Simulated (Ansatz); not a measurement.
# r2SCAN/cc-pVDZ run of CH4F2Si (SMILES C[SiH](F)F)

Aim: the energy change on altering one bond length of CH4F2Si at r2SCAN/cc-pVDZ, from 2 runs. 

The calculation is run with Ansatz 0.2.0.

61 further runs of the same task are left out: 1 that didn't finish, 60 set aside as unsound or not needed.

## (1) The molecule

The species is CH4F2Si (8 atoms), meant as a singlet with charge 0. As SMILES, `C[SiH](F)F`. The shape is that of a PBE0-D4/def2-TZVP optimisation.

Bond lengths: C1–Si2 1.840 Å, Si2–F3 1.591 Å, Si2–F4 1.591 Å, C1–H5 1.092 Å, C1–H6 1.093 Å, C1–H7 1.093 Å, Si2–H8 1.477 Å. Some angles: C1–Si2–F3 109.8°, C1–Si2–F4 109.8°, F3–Si2–F4 106.8°, C1–Si2–H8 114.8°, F3–Si2–H8 107.6°, F4–Si2–H8 107.6°, Si2–C1–H5 110.7°, Si2–C1–H6 110.6°, Si2–C1–H7 110.6°, H5–C1–H6 108.3°.

## (2) The energy at r2SCAN/cc-pVDZ

molecule.yaml reads:

```yaml
crystal:
  periodic: [false, false, false]
  atoms:
    - symbol: C
      position_ang: [-0.387100, 0.881700, -0.174700]
    - symbol: Si
      position_ang: [0.329300, -0.775200, 0.180600]
    - symbol: F
      position_ang: [1.916300, -0.678300, 0.226700]
    - symbol: F
      position_ang: [-0.035400, -1.783900, -0.994000]
    - symbol: H
      position_ang: [-0.013400, 1.269000, -1.125400]
    - symbol: H
      position_ang: [-0.122700, 1.591000, 0.613300]
    - symbol: H
      position_ang: [-1.476800, 0.824400, -0.231400]
    - symbol: H
      position_ang: [-0.118100, -1.385700, 1.449000]
basis:
  gaussian:
    orbitals: cc-pVDZ
accuracy: high
magnetization:
  spin_polarized: false
hamiltonian:
  xc: r2scan
output: {orbitals: {seedname: orbitals}}
```

Started as:

```
$ ansatz run molecule.yaml --threads 1 --pin off --max-ram 3480MiB --events-out events.jsonl --progress --plain --runs-dir runs
```

Standard output:

```text
Warning: RAYON_NUM_THREADS=1 ignored (pool sized by the plan → 1); use --threads N
Functional definition: r2SCAN
  name "r2SCAN"
  parameter k0 = 0.174
  parameter k1 = 0.065
  parameter a1 = 4.9479
  exchange = r2scan_x(k0 = k0, k1 = k1, a1 = a1)
  correlation = r2scan_c
1820 factors; integrals over basis functions are off by at most 3.9e-9 eV
mean field evaluation 1: about -14406.7939 eV, gradient 5.8e1 eV
mean field evaluation 2: about -14401.6872 eV, gradient 7.6e1 eV
mean field evaluation 4: about -14413.3927 eV, gradient 3.3e0 eV
mean field evaluation 8: about -14413.4154 eV, gradient 6.4e-2 eV
mean field evaluation 16: about -14413.4154 eV, gradient 7.4e-6 eV
mean field -14413.41544705 eV, -529.6832479153 hartree, gradient 1.3e-8 eV, S^2 0.000000; 0 other end points of the search recorded, 0 dependent functions left out
reference -14413.41544778 eV, -529.6832479419 hartree; 21, 21 occupied and 59, 59 virtual orbitals, 1820 factors
Total energy: -14413.41544778 eV, -529.6832479419 hartree
```

Wall time 13 s (1 thread of Arm Neoverse V1, shared host); peak memory 0.25 GiB.

## (3) The distorted shape at the same level

molecule.yaml reads:

```yaml
basis:
  gaussian:
    orbitals: cc-pVDZ
crystal:
  periodic: [false, false, false]
  atoms:
    - {symbol: C, position_ang: [-0.602015, 1.378759, -0.281288]}
    - {symbol: Si, position_ang: [0.329300, -0.775200, 0.180600]}
    - {symbol: F, position_ang: [1.916300, -0.678300, 0.226700]}
    - {symbol: F, position_ang: [-0.035400, -1.783900, -0.994000]}
    - {symbol: H, position_ang: [-0.228315, 1.766059, -1.231988]}
    - {symbol: H, position_ang: [-0.337615, 2.088059, 0.506712]}
    - {symbol: H, position_ang: [-1.691715, 1.321459, -0.337988]}
    - {symbol: H, position_ang: [-0.118100, -1.385700, 1.449000]}
magnetization:
  spin_polarized: false
  initial_magnetization: 0
hamiltonian:
  xc: r2scan
accuracy: high
output: {orbitals: {seedname: orbitals}}
```

Started as:

```
$ ansatz run molecule.yaml --threads 1 --pin off --max-ram 3480MiB --events-out events.jsonl --progress --plain --runs-dir runs
```

Standard output:

```text
Warning: RAYON_NUM_THREADS=1 ignored (pool sized by the plan → 1); use --threads N
[... 7 set-up lines as earlier in the session ...]
1800 factors; integrals over basis functions are off by at most 3.5e-9 eV
mean field evaluation 1: about -14404.2483 eV, gradient 5.9e1 eV
mean field evaluation 2: about -14392.3896 eV, gradient 8.7e1 eV
mean field evaluation 4: about -14412.0044 eV, gradient 2.4e0 eV
mean field evaluation 8: about -14412.0158 eV, gradient 3.9e-2 eV
mean field evaluation 16: about -14412.0158 eV, gradient 1.6e-6 eV
mean field -14412.01584510 eV, -529.6318134921 hartree, gradient 6.7e-9 eV, S^2 0.000000; 0 other end points of the search recorded, 0 dependent functions left out
reference -14412.01584585 eV, -529.6318135199 hartree; 21, 21 occupied and 59, 59 virtual orbitals, 1800 factors
Total energy: -14412.01584585 eV, -529.6318135199 hartree
```

Wall time 12 s (1 thread of Arm Neoverse V1, shared host); peak memory 0.24 GiB.

## (4) Outcome

Level: r2SCAN/cc-pVDZ.

```
                                                          quantity          value
                                         first shape: total energy  -529.68325 Eh
                                          first shape: HOMO energy       -8.13 eV
                                          first shape: LUMO energy        1.13 eV
                                        first shape: HOMO–LUMO gap        9.26 eV
                                     distorted shape: total energy  -529.63181 Eh
                                      distorted shape: HOMO energy       -7.26 eV
                                      distorted shape: LUMO energy       -0.63 eV
                                    distorted shape: HOMO–LUMO gap        6.63 eV
energy change with the C1–Si2 bond stretched from 1.840 to 2.392 Å       1.400 eV
```

With the C1–Si2 bond stretched from 1.840 to 2.392 Å the energy rises by 1.40 eV (32 kcal/mol). The first shape isn't relaxed at this level, so the change isn't measured from a minimum.
